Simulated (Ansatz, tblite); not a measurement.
# C₂₂H₁₃AgS: rung by rung

How do method and basis change the picture of C₂₂H₁₃AgS (singlet)?

The runs use Ansatz 0.2.0, Gaussian basis; as each input shows.

Levels to be run: GFN1-xTB, GFN2-xTB, PBE-D4/def2-TZVP, r2SCAN-D4/def2-TZVP, r2SCANh-D4/def2-TZVP, CAM-B3LYP-D4/def2-TZVP, B2PLYP/def2-TZVP, PBE-D4/def2-SVP, PBE0-D4/def2-SVP, MP2/def2-SVP, RPA/def2-SVP.

1 further run of the same task is left out (set aside as unsound or not needed). Runs told in other sessions of the task aren't counted.

**1. The geometry**

The singlet was relaxed beforehand with PBE-D4/def2-SVP.

SMILES `[Ag][S]c1ccc(C#Cc2ccc(C#Cc3ccccc3)cc2)cc1`, 37 atoms, charge 0, spin multiplicity 1.

Bond lengths: Ag1–S2 2.348 Å, S2–C3 1.780 Å, C3–C4 1.415 Å, C3–C24 1.416 Å, C4–C5 1.395 Å, C4–H25 1.100 Å, C5–C6 1.422 Å, C5–H26 1.100 Å, C6–C7 1.420 Å, C6–C23 1.422 Å, C7–C8 1.234 Å, C8–C9 1.419 Å, C9–C10 1.422 Å, C9–C22 1.422 Å, C10–C11 1.392 Å, C10–H27 1.100 Å, C11–C12 1.421 Å, C11–H28 1.100 Å and more. Angles: Ag1–S2–C3 102.0°, S2–C3–C4 120.3°, S2–C3–C24 120.8°, C4–C3–C24 118.7°, C3–C4–C5 120.8°, C3–C4–H25 118.9°, C5–C4–H25 120.3°, C4–C5–C6 120.7°, C4–C5–H26 120.3°, C6–C5–H26 119.0°, C5–C6–C7 120.9°, C5–C6–C23 118.3°, C7–C6–C23 120.8°, C6–C7–C8 180.0°, C7–C8–C9 179.9°, C8–C9–C10 120.9°, C8–C9–C22 120.9°, C10–C9–C22 118.2° and more.

Ag takes a core potential in the def2 sets. No spin-orbit coupling is included.

PBE0-D4/def2-TZVP was run before; its log isn't repeated, and its numbers join the tables.

**2. GFN1-xTB**

Tight binding, by tblite at 300 K electronic temperature and without a spin-polarisation term:

```python
tblite.interface.Calculator('GFN1-xTB', numbers, positions, charge=0, uhf=0).singlepoint()
```

Energy -1656.7679 eV, HOMO -10.42 eV, LUMO -8.54 eV; 0.072 s.

**3. GFN2-xTB**

Tight binding, by tblite at 300 K electronic temperature and without a spin-polarisation term:

```python
tblite.interface.Calculator('GFN2-xTB', numbers, positions, charge=0, uhf=0).singlepoint()
```

Energy -1652.6836 eV, HOMO -9.72 eV, LUMO -7.54 eV; 0.076 s.

**4. PBE-D4/def2-TZVP**

start.molden holds the orbitals of an earlier run on this state, given as this run's starting guess.

in.yaml reads:

```yaml
crystal:
  periodic: [false, false, false]
  atoms:
    - {symbol: Ag, position_ang: [10.359045, 0.359140, -2.421154]}
    - {symbol: S, position_ang: [9.802270, -0.373393, -0.261231]}
    - {symbol: C, position_ang: [8.024875, -0.281141, -0.284270]}
    - {symbol: C, position_ang: [7.252969, -1.431934, -0.570524]}
    - {symbol: C, position_ang: [5.859824, -1.391281, -0.507104]}
    - {symbol: C, position_ang: [5.183399, -0.191980, -0.153845]}
    - {symbol: C, position_ang: [3.765682, -0.145389, -0.094656]}
    - {symbol: C, position_ang: [2.533098, -0.104991, -0.042270]}
    - {symbol: C, position_ang: [1.116303, -0.059084, 0.020116]}
    - {symbol: C, position_ang: [0.440043, 1.139976, 0.375430]}
    - {symbol: C, position_ang: [-0.950343, 1.185288, 0.435028]}
    - {symbol: C, position_ang: [-1.730926, 0.033836, 0.142671]}
    - {symbol: C, position_ang: [-3.148907, 0.081062, 0.200127]}
    - {symbol: C, position_ang: [-4.380896, 0.122867, 0.246639]}
    - {symbol: C, position_ang: [-5.802229, 0.173804, 0.289243]}
    - {symbol: C, position_ang: [-6.577268, -0.979639, -0.003237]}
    - {symbol: C, position_ang: [-7.974426, -0.922799, 0.037062]}
    - {symbol: C, position_ang: [-8.628175, 0.276802, 0.367730]}
    - {symbol: C, position_ang: [-7.872413, 1.424605, 0.659972]}
    - {symbol: C, position_ang: [-6.474415, 1.379507, 0.622912]}
    - {symbol: C, position_ang: [-1.054900, -1.165489, -0.211189]}
    - {symbol: C, position_ang: [0.335480, -1.211015, -0.270974]}
    - {symbol: C, position_ang: [5.963256, 0.959681, 0.140456]}
    - {symbol: C, position_ang: [7.355761, 0.912351, 0.078393]}
    - {symbol: H, position_ang: [7.769564, -2.364286, -0.842939]}
    - {symbol: H, position_ang: [5.268244, -2.290985, -0.731354]}
    - {symbol: H, position_ang: [1.032238, 2.037885, 0.603932]}
    - {symbol: H, position_ang: [-1.461200, 2.119360, 0.710110]}
    - {symbol: H, position_ang: [-6.061779, -1.916331, -0.261609]}
    - {symbol: H, position_ang: [-8.562111, -1.824838, -0.192289]}
    - {symbol: H, position_ang: [-9.727767, 0.316468, 0.397670]}
    - {symbol: H, position_ang: [-8.378555, 2.367158, 0.919967]}
    - {symbol: H, position_ang: [-5.879610, 2.275916, 0.850963]}
    - {symbol: H, position_ang: [-1.647120, -2.063339, -0.439844]}
    - {symbol: H, position_ang: [0.846156, -2.145097, -0.546349]}
    - {symbol: H, position_ang: [5.451530, 1.891985, 0.422032]}
    - {symbol: H, position_ang: [7.953270, 1.805298, 0.314394]}
basis:
  gaussian: {orbitals: def2-TZVP, fitting: {mean_field: def2-universal-jkfit}, initial_orbitals: start.molden}
hamiltonian: {xc: pbe, dispersion: d4}
scf: {omitted_lower_state_checks: [starts]}
output: {forces: true, orbitals: {seedname: orbitals}}
```

Run with:

```
> ansatz run in.yaml --threads 2 --pin off --events-out ev --progress --plain --max-ram 32768MiB --backend cuda --devices 0, --max-vram 18GiB
```

The runs that follow: r2SCAN-D4/def2-TZVP; r2SCANh-D4/def2-TZVP; CAM-B3LYP-D4/def2-TZVP; B2PLYP/def2-TZVP; PBE-D4/def2-SVP; PBE0-D4/def2-SVP; MP2/def2-SVP; RPA/def2-SVP.

**Question.** What will the summary of the whole plan be? Wanted: gap in def2-TZVP, named functionals, smallest and largest; correlation energy, MP2/def2-SVP; binding an atom, functionals in def2-TZVP; PBE0 total energy, smallest basis above largest.

**Answer**, as computed:

```
                                                 quantity                                     value
gap in def2-TZVP, named functionals, smallest and largest  1.39 eV (PBE-D4), 4.46 eV (CAM-B3LYP-D4)
                         correlation energy, MP2/def2-SVP                                 -89.34 eV
                binding an atom, functionals in def2-TZVP   5.25 (CAM-B3LYP-D4) to 5.49 eV (PBE-D4)
          PBE0 total energy, smallest basis above largest            28.49 eV (def2-SVP, def2-TZVP)
```

Orbital gaps of the named functionals in def2-TZVP span 1.39 eV (PBE-D4) to 4.46 eV (CAM-B3LYP-D4); exact exchange widens it.
